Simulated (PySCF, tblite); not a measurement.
# Si₂N₃H₆ radical: geometry, infrared bands and EPR parameters

Wanted: the infrared bands and EPR parameters of Si₂N₃H₆ radical (`N[SiH]1N[SiH]N1`), by calculation.

The runs use tblite 0.8.0 and PySCF 2.14.0, with density-fitted response routines of our own; the level of theory stands in each step. All values are computed, except where a source is named. Atoms are numbered from 0 throughout.

## (1) The starting structure

11 atoms, charge 0, multiplicity 2; geometry from: force field or distance geometry start.

Bonds of the start (Å): N0–Si1 1.80, Si1–N2 1.78, N2–Si3 1.80, Si3–N4 1.77, N4–Si1 1.76, N0–H5 1.05, N0–H6 1.04, Si1–H7 1.48, N2–H8 1.03, Si3–H9 1.46, N4–H10 1.04.

## (2) Optimising the geometry with GFN2-xTB

The job: settings as JSON, then the geometry in Å.

```
{"job": {"kind": "relax", "xc": "GFN2-xTB", "basis": "xTB"}, "charge": 0, "multiplicity": 2}
N      1.625800     0.174500    -0.648300
Si     0.409000     0.186700     0.678500
N     -0.658600    -1.238600     0.627600
Si    -1.982100    -0.160200     0.065300
N     -0.944800     1.250300     0.323000
H      1.728400    -0.832500    -0.928700
H      2.524200     0.595500    -0.351500
H      0.961900     0.493700     2.013400
H     -0.384700    -2.001200    -0.010800
H     -2.428300    -0.364700    -1.307500
H     -0.845300     1.899000    -0.487000
```

Run with:

```console
OMP_NUM_THREADS=1 python probes_run.py task.json out
```

The driver reads the jobs from task.json and runs them one after another.

Output:

```text
step      E/eV     max force
  0    -415.53522    1.592
  1    -415.68038    1.088
  2    -415.77741    0.758
  3    -415.80768    0.436
  4    -415.82858    0.365
  5    -415.84610    0.448
  6    -415.88052    0.621
  7    -415.91205    0.646
  8    -415.94356    0.496
  9    -415.97914    0.648
 10    -416.01639    0.782
 11    -416.04818    0.767
 12    -415.91236    2.430
 13    -416.07862    0.350
 14    -416.08773    0.214
 15    -416.09767    0.321
 16    -416.10186    0.303
 17    -416.11666    0.210
 18    -416.12001    0.133
 19    -416.12186    0.219
 20    -416.12348    0.118
 21    -416.12451    0.116
 22    -416.12620    0.085
 23    -416.12699    0.095
 24    -416.12785    0.081
 25    -416.12846    0.072
 26    -416.12936    0.092
 27    -416.13018    0.074
 28    -416.13080    0.079
 29    -416.13127    0.084
 30    -416.13182    0.076
 31    -416.13254    0.072
 32    -416.13331    0.067
 33    -416.13381    0.042
 34    -416.13402    0.029
 35    -416.13413    0.031
 36    -416.13428    0.032
 37    -416.13445    0.039
 38    -416.13462    0.034
 39    -416.13476    0.032
 40    -416.13487    0.027
 41    -416.13497    0.037
 42    -416.13510    0.040
 43    -416.13519    0.024
 44    -416.13524    0.019
 45    -416.13528    0.020
 46    -416.13535    0.035
 47    -416.13549    0.058
 48    -416.13575    0.074
 49    -416.13610    0.070
 50    -416.13642    0.048
 51    -416.13668    0.044
 52    -416.13686    0.046
 53    -416.13719    0.082
 54    -416.13795    0.123
 55    -416.13900    0.167
 56    -416.13764    0.441
 57    -416.14076    0.117
 58    -416.13899    0.478
 59    -416.14143    0.087
 60    -416.14213    0.150
 61    -416.14362    0.067
 62    -416.14488    0.164
 63    -416.14654    0.216
 64    -416.14895    0.309
 65    -416.15328    0.297
 66    -416.15655    0.273
 67    -416.15663    0.324
 68    -416.15855    0.289
 69    -416.16075    0.166
 70    -416.16172    0.140
 71    -416.16381    0.122
 72    -416.16561    0.140
 73    -416.16864    0.138
 74    -416.16707    0.535
 75    -416.17222    0.334
 76    -416.17344    0.243
 77    -416.17511    0.089
 78    -416.17600    0.140
 79    -416.17701    0.142
 80    -416.17947    0.145
 81    -416.18204    0.130
 82    -416.18395    0.077
 83    -416.18446    0.033
 84    -416.18428    0.163
 85    -416.18474    0.041
 86    -416.18486    0.032
 87    -416.18552    0.041
 88    -416.18578    0.042
 89    -416.18604    0.029
 90    -416.18626    0.024
 91    -416.18644    0.029
 92    -416.18656    0.026
 93    -416.18667    0.022
 94    -416.18674    0.020
 95    -416.18679    0.031
 96    -416.18686    0.041
 97    -416.18698    0.052
 98    -416.18716    0.049
 99    -416.18733    0.040
100    -416.18742    0.016
101    -416.18745    0.016
102    -416.18746    0.012
103    -416.18747    0.011
104    -416.18749    0.012
105    -416.18751    0.017
106    -416.18756    0.022
107    -416.18761    0.019
108    -416.18765    0.018
109    -416.18766    0.021
110    -416.18767    0.021
111    -416.18769    0.019
112    -416.18771    0.015
113    -416.18774    0.011
114    -416.18776    0.005
```

It took 0.48 s on 1 thread of Arm Neoverse V2, shared host.

The steps of the relaxation: (not every step is listed)

| step | energy from step 0 (eV) | largest force (eV/Å) |
| --- | --- | --- |
| 0 | 0.0000 | 1.5924 |
| 1 | -0.1452 | 1.0875 |
| 2 | -0.2422 | 0.7585 |
| 3 | -0.2725 | 0.4359 |
| 4 | -0.2934 | 0.3650 |
| 5 | -0.3109 | 0.4482 |
| 6 | -0.3453 | 0.6211 |
| 7 | -0.3768 | 0.6464 |
| 8 | -0.4083 | 0.4962 |
| 18 | -0.5848 | 0.1328 |
| 28 | -0.5956 | 0.0790 |
| 38 | -0.5994 | 0.0340 |
| 48 | -0.6005 | 0.0743 |
| 58 | -0.6038 | 0.4784 |
| 68 | -0.6233 | 0.2886 |
| 78 | -0.6408 | 0.1397 |
| 88 | -0.6506 | 0.0416 |
| 98 | -0.6519 | 0.0487 |
| 108 | -0.6524 | 0.0177 |
| 109 | -0.6524 | 0.0207 |
| 110 | -0.6525 | 0.0208 |
| 111 | -0.6525 | 0.0188 |
| 112 | -0.6525 | 0.0149 |
| 113 | -0.6525 | 0.0112 |
| 114 | -0.6525 | 0.0049 |

Distances of close pairs at the start and the end, largest changes first:

| bond | before (Å) | after (Å) | change (Å) |
| --- | --- | --- | --- |
| Si1–Si3 | 2.493 | 2.604 | +0.111 |
| N0–Si1 | 1.800 | 1.718 | -0.082 |
| N2–Si3 | 1.797 | 1.752 | -0.045 |
| N0–H5 | 1.050 | 1.007 | -0.043 |
| N4–H10 | 1.043 | 1.003 | -0.040 |
| Si1–N2 | 1.782 | 1.748 | -0.034 |
| N0–H6 | 1.036 | 1.006 | -0.030 |
| N2–H8 | 1.032 | 1.004 | -0.028 |

The final coordinates are the input of the step that follows.

## (3) Vibrational analysis with GFN2-xTB

The job: settings as JSON, then the geometry in Å.

```
{"job": {"kind": "ir", "xc": "GFN2-xTB", "basis": "xTB"}, "charge": 0, "multiplicity": 2}
N      1.839589     0.268526    -0.460341
Si     0.466407     0.180880     0.568737
N     -0.644698    -1.162345     0.442175
Si    -2.034149    -0.210626    -0.041640
N     -0.865448     1.088565    -0.087909
H      1.690733     0.133592    -1.447278
H      2.681213    -0.199628    -0.170639
H      0.915521     0.487725     1.918995
H     -0.585955    -2.088909     0.823200
H     -2.483219    -0.576052    -1.391799
H     -0.974570     2.080941    -0.179465
```

Output:

```text
mode    cm-1     km/mol
  1     121.6      3.11
  2     156.2      4.87
  3     207.8     13.09
  4     250.2     10.81
  5     264.8     87.79
  6     398.0     23.23
  7     462.1     17.14
  8     467.5     64.48
  9     518.7    211.28
 10     529.4     20.14
 11     586.0     51.79
 12     676.3    149.90
 13     707.1     22.81
 14     791.5     13.50
 15     806.7    229.66
 16     837.8    268.22
 17     864.7    108.78
 18     957.1    113.32
 19    1044.7      6.08
 20    1097.2    366.36
 21    1519.2     53.51
 22    2130.4    391.95
 23    2299.9    429.65
 24    3479.2      0.72
 25    3516.6     12.03
 26    3521.2      4.01
 27    3534.0      2.71
```

It took 0.22 s on 1 thread of Arm Neoverse V2, shared host.

Which atoms move in the most intense modes:

| cm⁻¹ | km/mol | atoms |
| --- | --- | --- |
| 519 | 211.3 | H5 38 %, H6 30 %, N0 21 % |
| 676 | 149.9 | H7 76 % |
| 807 | 229.7 | H5 19 %, N4 16 %, N2 11 %, Si3 10 % |
| 838 | 268.2 | N2 40 %, Si3 15 %, Si1 13 % |
| 957 | 113.3 | Si1 35 %, N0 19 %, N4 14 %, N2 12 % |
| 1097 | 366.4 | H10 30 %, H8 27 %, N4 17 %, N2 15 % |
| 2130 | 391.9 | H9 97 % |
| 2300 | 429.6 | H7 97 % |

## (4) g tensor and hyperfine couplings: B3LYP/pcH-1

Same as in step 3 but for these lines:

```diff
@@ -1,2 +1,2 @@
-{"job": {"kind": "ir", "xc": "GFN2-xTB", "basis": "xTB"}, "charge": 0, "multiplicity": 2}
+{"job": {"kind": "epr", "basis": "pcH-1"}, "charge": 0, "multiplicity": 2}
 N      1.839589     0.268526    -0.460341
```

Level: UKS B3LYP, pcH-1 on H N Si, non-relativistic, mean-field spin-orbit, GIAO.

Output:

```text
UKS, coarse grid
  cycle   1  E = -746.81616088  |g| = 5.97e-01
  cycle   2  E = -746.56460227  |g| = 9.45e-01
  cycle   3  E = -746.95634504  |g| = 6.86e-02
  cycle   4  E = -746.95805691  |g| = 3.72e-02
  cycle   5  E = -746.95857387  |g| = 1.12e-02
  cycle   6  E = -746.95862594  |g| = 2.56e-03
  cycle   7  E = -746.95862833  |g| = 9.30e-04
UKS, final grid
  cycle   1  E = -746.95864292  |g| = 1.63e-03
  cycle   2  E = -746.95864001  |g| = 3.10e-03
  cycle   3  E = -746.95864403  |g| = 1.12e-04
  cycle   4  E = -746.95864404  |g| = 2.55e-05
E = -746.95864404 Eh   <S^2> = 0.7518 (exact 0.7500)
g shifts (ppm)      1          2          3
  rmc          -149       -149       -149
  gc             86         11         89
  oz_so        -935        -63       1060
  total        -998       -202       1000
hyperfine (MHz)  atom isotope    a_iso     a_fc   dipolar eigenvalues
    0   14N       6.43       6.44     -0.69     -0.64      1.32
    1  29Si      -6.95      -6.94     -2.23      0.63      1.60
    2   14N       6.26       6.24     -4.75     -4.34      9.09
    3  29Si    -613.04    -613.87   -131.12     61.82     69.30
    4   14N       6.46       6.45     -4.71     -4.32      9.03
    5    1H      -0.77      -0.77     -1.59     -0.50      2.09
    6    1H       2.27       2.27     -1.33     -0.63      1.96
    7    1H      -2.11      -2.11     -1.34     -1.16      2.51
    8    1H      -4.89      -4.90     -6.53     -2.79      9.33
    9    1H     270.70     270.69     -5.94     -0.32      6.26
   10    1H      -5.05      -5.06     -6.54     -2.74      9.28
```

It took 29 s on 1 thread of Arm Neoverse V2, shared host; peak memory 0.69 GiB.

Principal g values 2.00132, 2.00212, 2.00332; g(iso) = 2.00225, against 2.00232 for a free electron.

Hyperfine couplings; where a row names several nuclei, a(iso) is their mean (it holds for fast rotation or exchange) and the dipolar term the largest among them:

| nuclei | isotope | a(iso) (MHz) | a(iso) (G, at g = 2.0023) | largest dipolar term (MHz) |
| --- | --- | --- | --- | --- |
| Si3 | 29Si | -613.0 | -218.7 | -131.1 |
| H9 | 1H | 270.7 | 96.6 | 6.3 |
| Si1 | 29Si | -6.9 | -2.5 | -2.2 |
| N0 | 14N | 6.4 | 2.3 | 1.3 |
| N2, N4 | 14N | 6.4 | 2.3 | 9.1 |
| H8, H10 | 1H | -5.0 | -1.8 | 9.3 |
| H7 | 1H | -2.1 | -0.8 | 2.5 |
| H5, H6 | 1H | 0.7 | 0.3 | 2.1 |

Mulliken spin populations:

| atom | value (e) |
| --- | --- |
| N0 | 0.01 |
| Si1 | 0.02 |
| N2 | 0.07 |
| Si3 | 0.71 |
| N4 | 0.07 |
| H5 | 0.00 |
| H6 | 0.00 |
| H7 | 0.00 |
| H8 | 0.00 |
| H9 | 0.13 |
| H10 | 0.00 |

In first order the couplings over 0.8 MHz of 1H, 14N give 180 distinct lines over 114.6 G, if the averaged nuclei exchange fast.

Orbitals, density, ELF and potential are computed afterwards from the orbital file.

ELF in a plane through or near 3 of the atoms.

Values, 10 rows by 14 columns:
```
0.00 0.00 0.00 0.00 0.00 0.00 0.00 0.00 0.00 0.00 0.00 0.00 0.00 0.00
0.00 0.00 0.00 0.00 0.00 0.00 0.00 0.00 0.01 0.00 0.00 0.00 0.00 0.00
0.00 0.00 0.00 0.00 0.00 0.00 0.02 0.66 0.86 0.14 0.00 0.00 0.00 0.00
0.00 0.00 0.00 0.00 0.01 0.03 0.15 0.60 0.77 0.29 0.17 0.58 0.19 0.00
0.00 0.00 0.04 0.15 0.06 0.22 0.11 0.82 0.78 0.47 0.70 0.97 0.87 0.07
0.00 0.00 0.03 0.20 0.37 0.35 0.73 0.37 0.59 0.10 0.28 0.98 0.87 0.10
0.00 0.00 0.01 0.40 0.67 0.23 0.27 0.71 0.35 0.56 0.28 0.60 0.31 0.00
0.00 0.00 0.00 0.00 0.03 0.00 0.04 0.79 0.97 0.35 0.01 0.01 0.00 0.00
0.00 0.00 0.00 0.00 0.00 0.00 0.00 0.09 0.31 0.02 0.00 0.00 0.00 0.00
0.00 0.00 0.00 0.00 0.00 0.00 0.00 0.00 0.00 0.00 0.00 0.00 0.00 0.00
```
The map spans 10.5 Å across and 9.6 Å up, centred on the molecule. Atoms in the plane (x, y in Å): Si1 (-0.5, 0.1), N4 (0.8, -1.1), H10 (0.8, -2.1).

On the surface of density 0.002 e/bohr³ the electrostatic potential runs, from the 1st to the 99th percentile, from -1.29 V near N0 to 1.55 V near H6.

The spin density lies nearest to Si3 62 %; H9 17 %; N2, N4 about 8 % each.

## (5) Summary of results

```
                                 quantity                    value
strongest single infrared mode (GFN2-xTB)    2300 cm⁻¹, 430 km/mol
             zero-point energy (GFN2-xTB)            45.4 kcal/mol
                           g(iso) (B3LYP)                  2.00225
                                     ⟨S²⟩       0.752 (exact 0.75)
       largest a(iso) (averaged by class)  29Si on Si3, -613.0 MHz
    surface potential, 1st and 99th percentile       -1.29 V and 1.55 V
```

Over 114 steps the energy fell by 0.653 eV; of the close pairs, Si1–Si3 changed most, 2.493 to 2.604 Å. No mode is imaginary among the 27: a minimum at this level. The strongest single mode, at 2300 cm⁻¹, moves mainly H7. Unscaled tight-binding wavenumbers are off by several per cent, some by more. Its intensities can rank the bands wrongly. Most of the unpaired spin sits on Si3 (0.71 e). The isotropic g lies 0.1 ppt below the free-electron value.
